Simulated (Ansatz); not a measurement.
Write a Python script for Ansatz 0.2.0, Python API that makes the interaction energy of a dimer with the counterpoise correction of CH₃NSi, SMILES C1=N[SiH2]1. Level of theory (for the species named): MP2, def2-SVPD basis, multiplicity 1.

```yaml
atoms:
  - { symbol: C, position_ang: [-0.4118, -0.9813, -0.1186] }
  - { symbol: N, position_ang: [0.7376, -0.8962, 0.2569] }
  - { symbol: Si, position_ang: [-0.0250, 0.7420, -0.0281] }
  - { symbol: H, position_ang: [-1.0951, -1.7283, -0.3466] }
  - { symbol: H, position_ang: [0.8080, 1.3630, -1.1135] }
  - { symbol: H, position_ang: [0.0284, 1.4367, 1.3036] }
```

Script `run_dimer.py`:
```python
# -*- coding: utf-8 -*-
import logging
import sys

import ansatz as az

logging.basicConfig(stream=sys.stdout, format="%(name)s: %(message)s")
logger = logging.getLogger("ch3nsi")
logger.setLevel(logging.INFO)

BASIS_SET = "def2-SVPD"
LEVEL = "MP2"

FIRST = [
    ("C", (-0.4188, -0.9706, -0.1109)),
    ("N", (0.7306, -0.8855, 0.2646)),
    ("Si", (-0.032, 0.7527, -0.0204)),
    ("H", (-1.1021, -1.7176, -0.3389)),
    ("H", (0.801, 1.3737, -1.1058)),
    ("H", (0.0214, 1.4474, 1.3113)),
]
SECOND = [
    ("C", (3.9743, -1.8631, -2.8407)),
    ("N", (2.8817, -1.6403, -3.3161)),
    ("Si", (2.8096, -2.8398, -1.9369)),
    ("H", (4.9589, -1.579, -3.0044)),
    ("H", (2.2715, -4.0978, -2.5578)),
    ("H", (1.9236, -2.1992, -0.9056)),
]

def energy(atoms, ghosts=()):
    molecule = az.Crystal.molecule()
    for symbol, xyz in atoms:
        molecule = molecule.atom(symbol, xyz)
    calc = (
        molecule.calculation()
        .basis(gaussian=BASIS_SET)
        .correlation(LEVEL, electrons="valence")
        .accuracy("medium")
    )
    deck = calc.input()
    if ghosts:
        deck = deck.set(az.key.basis.gaussian.ghost_atoms, [{"symbol": s, "position_ang": list(xyz)} for s, xyz in ghosts])
    return az.Session.from_dict(deck).plan().execute().report["free_energy_ev"]

both = energy(FIRST + SECOND)
alone = energy(FIRST) + energy(SECOND)
ghosted = energy(FIRST, SECOND) + energy(SECOND, FIRST)
logger.info(f"dimer {both:.6f} eV")
logger.info(f"interaction, uncorrected   {(both - alone):8.3f} eV")
logger.info(f"interaction, counterpoise  {(both - ghosted):8.3f} eV")
logger.info(f"basis-set superposition    {(alone - ghosted):8.3f} eV")
```

```console
$ python run_dimer.py
ch3nsi: dimer -20852.164899 eV
ch3nsi: interaction, uncorrected     -0.037 eV
ch3nsi: interaction, counterpoise     0.062 eV
ch3nsi: basis-set superposition       0.099 eV
```

Uncorrected it is -0.037 eV, with the counterpoise correction 0.062 eV; the difference, 0.10 eV, is the superposition error. The sign changes with the correction, so this basis doesn't settle it.

Caveats:
- The settings weren't tested for convergence.
- The dimer is a generated trial pose of unrelaxed monomers, not a minimum, so the figure is no binding energy, and the basis set is small.
- Run time: 14 s on 1 thread of Intel(R) Xeon(R) Processor @ 2.30GHz, on a shared host, peak memory 0.53 GiB.
